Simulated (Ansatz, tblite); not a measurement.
**The cluster Zn4H14Se4: one state, many levels**

One table from this session's results is given with a row withheld; the runs are named, their logs left out.

Method: as each input shows; program: Ansatz 0.2.0, Gaussian basis.

Plan: GFN1-xTB, GFN2-xTB, PBE-D4/def2-TZVP, r2SCAN-D4/def2-TZVP, PBE-D4/def2-SVP, PBE0-D4/def2-SVP.

1 further run of the same task is left out (set aside as unsound or not needed).

## The geometry

The geometry is that of the singlet, from an earlier relaxation (r2SCAN-D4/def2-SVP).

22 atoms, charge 0, spin multiplicity 1.

Bond lengths: Zn1–Se4 2.603 Å, Zn1–H9 1.550 Å, Zn1–H10 1.592 Å, Se2–Zn6 2.577 Å, Se2–H11 1.483 Å, Se2–H12 1.483 Å, Zn3–Se4 2.602 Å, Zn3–H13 1.592 Å, Zn3–H14 1.550 Å, Se4–Zn7 2.605 Å, Se4–H15 1.467 Å, Se5–Zn6 2.576 Å, Se5–H16 1.483 Å, Se5–H17 1.484 Å, Zn6–Se8 2.577 Å, Zn6–H18 1.555 Å, Zn7–H19 1.550 Å, Zn7–H20 1.591 Å and more. Angles: Se4–Zn1–H9 110.5°, Se4–Zn1–H10 101.7°, H9–Zn1–H10 147.8°, Zn6–Se2–H11 93.9°, Zn6–Se2–H12 93.2°, H11–Se2–H12 91.3°, Se4–Zn3–H13 101.7°, Se4–Zn3–H14 110.6°, H13–Zn3–H14 147.7°, Zn1–Se4–Zn3 116.0°, Zn1–Se4–Zn7 116.7°, Zn1–Se4–H15 100.1°, Zn3–Se4–Zn7 117.9°, Zn3–Se4–H15 100.3°, Zn7–Se4–H15 100.4°, Zn6–Se5–H16 93.0°, Zn6–Se5–H17 93.8°, H16–Se5–H17 91.3° and more.

PBE0-D4/def2-TZVP was run before; its log isn't repeated, and its numbers join the tables.

The first run:

Tight binding, by tblite at 300 K electronic temperature and without a spin-polarisation term:

```python
tblite.interface.Calculator('GFN1-xTB', numbers, positions, charge=0, uhf=0).singlepoint()
```

Tight binding, by tblite at 300 K electronic temperature and without a spin-polarisation term:

```python
tblite.interface.Calculator('GFN2-xTB', numbers, positions, charge=0, uhf=0).singlepoint()
```

start.molden holds the orbitals of an earlier run on this state, given as this run's starting guess.

Contents of in.yaml:

```yaml
crystal:
  periodic: [false, false, false]
  atoms:
    - {symbol: Zn, position_ang: [-2.533930, -0.287450, -1.617893]}
    - {symbol: Se, position_ang: [-1.100923, -1.974596, 0.914941]}
    - {symbol: Zn, position_ang: [1.507251, -2.066441, -1.626333]}
    - {symbol: Se, position_ang: [0.010718, 0.013807, -2.077880]}
    - {symbol: Se, position_ang: [2.268652, 0.030859, 0.926767]}
    - {symbol: Zn, position_ang: [0.005055, -0.005370, 2.156041]}
    - {symbol: Zn, position_ang: [1.017948, 2.367249, -1.597978]}
    - {symbol: Se, position_ang: [-1.158875, 1.941184, 0.932621]}
    - {symbol: H, position_ang: [-3.281834, -0.654221, -2.924444]}
    - {symbol: H, position_ang: [-2.615090, -0.005101, -0.053163]}
    - {symbol: H, position_ang: [-0.462535, -3.005032, 1.769132]}
    - {symbol: H, position_ang: [-2.304228, -1.952523, 1.782264]}
    - {symbol: H, position_ang: [1.328139, -2.259854, -0.056145]}
    - {symbol: H, position_ang: [2.157743, -2.564974, -2.941774]}
    - {symbol: H, position_ang: [0.008796, 0.021162, -3.544823]}
    - {symbol: H, position_ang: [2.845264, -1.026926, 1.792024]}
    - {symbol: H, position_ang: [2.834260, 1.094118, 1.793616]}
    - {symbol: H, position_ang: [0.001289, -0.013495, 3.710519]}
    - {symbol: H, position_ang: [1.071299, 3.206944, -2.899453]}
    - {symbol: H, position_ang: [1.309368, 2.282596, -0.035857]}
    - {symbol: H, position_ang: [-2.369283, 1.892785, 1.788641]}
    - {symbol: H, position_ang: [-0.539081, 2.965271, 1.809168]}
basis:
  gaussian: {orbitals: def2-TZVP, fitting: {mean_field: def2-universal-jkfit}, initial_orbitals: start.molden}
hamiltonian: {xc: pbe, dispersion: d4}
scf: {omitted_lower_state_checks: [starts]}
output: {orbitals: {seedname: orbitals}}
```

The run is started by

```bash
> ansatz run in.yaml --threads 2 --pin off --events-out ev --progress --plain --max-ram 32768MiB --backend cuda --devices 0, --max-vram 18GiB
```

Among the steps run: PBE-D4/def2-TZVP; r2SCAN-D4/def2-TZVP; PBE-D4/def2-SVP; PBE0-D4/def2-SVP.

One of the session's tables, all rows but one given; the rest of the session is left out.

It belongs to the step «Binding energy». 

| level | binding an atom (eV) |
| --- | --- |
| PBE-D4/def2-SVP | 2.079 |
| PBE-D4/def2-TZVP | 2.021 |
| r2SCAN-D4/def2-TZVP | 2.069 |
| PBE0-D4/def2-SVP | 2.055 |
| PBE0-D4/def2-TZVP | ? |

Estimate the missing values for PBE0-D4/def2-TZVP.

The run gave: binding an atom (eV): 2.011. In the column «binding an atom (eV)» it is the lowest.

To keep in mind: Free atoms were run apart at each level; binding is atoms less cluster, divided by the number of atoms, without zero-point or spin-orbit terms.
